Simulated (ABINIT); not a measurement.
Wanted: the native input for an ABINIT 10.8.3 (patched build) run.

| Item | Value |
| --- | --- |
| Task | single point |
| Functional | PBE |
| Potentials or basis | JTH PAW PBE v2.0 |
| Cutoff | 599 eV |
| k mesh | 7 × 7 × 8 |
| Occupations | fermi-dirac, width 0.05 eV |
| Spin | no spin polarisation |
| Fine-grid cutoff | 1197.3 eV |

The system is AlSn.

```
Sn Al
1.0
     4.19811    0.00000    0.00000
    -2.09905    3.63567    0.00000
     0.00000    0.00000    3.30685
Sn Al
1 1
Direct
  0.33333 0.66667 0.50000
  0.00000 0.00000 0.00000
```

The cell comes from a database or a generator and needn't be the stable form of this composition.

The input as run:

run.abi

```
# Pseudopotentials
pp_dirpath "./"
pseudos "Sn.GGA_PBE-JTH.xml, Al.GGA_PBE-JTH.xml"

# Structure
acell 3*1.0
rprim
     7.9332698559     0.0000000000     0.0000000000
    -3.9666349279     6.8704132302     0.0000000000
     0.0000000000     0.0000000000     6.2490351660
ntypat 2
znucl 50 13
natom 2
typat 1 2
xred
     0.3333333333     0.6666666667     0.5000000000
     0.0000000000     0.0000000000     0.0000000000

# Plane-wave basis
ecut 598.650497 eV
pawecutdg 44.0
pawxcdev 0

# k points
kptopt 1
ngkpt 7 7 8
nshiftk 1
shiftk 0.0 0.0 0.0

# Exchange and correlation
ixc 11

# Bands and occupations
nband 13
occopt 3
tsmear 0.05 eV

# SCF cycle
nstep 100
tolvrs 1.0e-9

# Output
iomode 3
prtwf 0
prtden 0
prteig 0
prtebands 0
enunit 1
```

Potentials or basis: JTH PAW PBE v2.0.

Run with:

```sh
$ abinit run.abi > log 2>&1
```

Results of the run:

```
Pressure                                              : 0.2 GPa
Band gap on the k mesh                                : none (metal or under the smearing width)
Valence electrons inside the program's atomic spheres : Sn 11.95; Al 0.70
```

Run time: 25 s on 1 thread of Arm Neoverse V1, with other jobs on the host, peak memory 0.12 GiB.
